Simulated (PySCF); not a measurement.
# C3H5BF2O: the cost of one run

Computed with PySCF 2.14.0, with density-fitted response routines of our own, on a single molecule in the gas phase. Atoms count from 0, in the outputs and in this text.

## (1) Starting geometry

12 atoms, charge 0, multiplicity 1; geometry from: GFN2-xTB. The atoms were then displaced at random by about 0.01 Å, so the start is not that level's minimum.

Bonds of the start (Å): C0–C1 1.35, C1–O2 1.38, O2–C3 1.37, C1–B4 1.56, B4–F5 1.33, B4–F6 1.33, C0–H7 1.08, C0–H8 1.04, C3–H9 1.12, C3–H10 1.10, C3–H11 1.08.

## (2) Relaxing the molecule at PBE0-D3(BJ)/def2-SVP

What the job is given:

```
{"job": {"xc": "PBE0", "basis": "def2-SVP", "d3": "d3bj", "grid": 1, "shake": 0.01, "kind": "geom"}, "charge": 0, "multiplicity": 1}
C      0.948100    -0.564430    -0.825590
C      0.438740     0.017950     0.285650
O     -0.875860     0.382910     0.477690
C     -1.741250     0.159520    -0.561650
B      1.380170     0.310110     1.496300
F      0.977420     0.866580     2.629740
F      2.678970     0.023430     1.473520
H      0.347690    -0.758650    -1.701390
H      1.969180    -0.781130    -0.863360
H     -2.736310     0.512800    -0.179100
H     -1.856150    -0.911250    -0.788310
H     -1.491040     0.713890    -1.452540
```

The run is started by

```
OMP_NUM_THREADS=1 python probes_run.py task.json out
```

This one command runs all jobs of the session in turn.

Q: Estimate the wall time and peak memory of this first job on 1 thread of Arm Neoverse V1, shared host.

About 54 s, with a peak of 0.49 GiB.
